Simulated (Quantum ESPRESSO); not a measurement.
The system is Hf6Pt.

```
Hf Pt
1.0
     0.00000    4.12376    4.12376
     4.12376    0.00000    4.12376
     4.12376    4.12376    0.00000
Hf Pt
6 1
Direct
  0.50000 0.50000 0.00000
  0.50000 0.00000 0.50000
  0.00000 0.00000 0.50000
  0.00000 0.50000 0.00000
  0.00000 0.50000 0.50000
  0.50000 0.00000 0.00000
  0.00000 0.00000 0.00000
```

The cell was built by a generator and needn't be a form met in nature.

Base run:

- Program: Quantum ESPRESSO 7.5
- Functional: PBE
- Potentials or basis: SSSP 1.3 efficiency PBE
- Cutoff: 816 eV
- Density cutoff: 5987 eV
- k mesh: 6 × 6 × 6
- Occupations: fermi-dirac, width 0.05 eV
- Spin: no spin polarisation

Its results: band gap on the k mesh none (metal or under the smearing width); pressure 16.1 GPa.

**Question.** The run is repeated on the same cell with these changes: functional from PBE to SOGGA; potentials or basis from SSSP 1.3 efficiency PBE to PseudoDojo 0.4.1 SR PBE standard; cutoff from 816 eV to 1143 eV; density cutoff from 5987 eV to 4572 eV; valence electrons from 88 to 90. What comes out?

**Answer.** Band gap on the k mesh none (metal or under the smearing width); pressure 10.1 GPa.

Caveats: so large a pressure means that the cell lies far from this level's equilibrium, or that cutoff or potentials fall short (some runs); the potentials were made for another functional, which shifts forces and pressure (some runs); SOGGA exchange is joined with the correlation of PBE here (some runs).
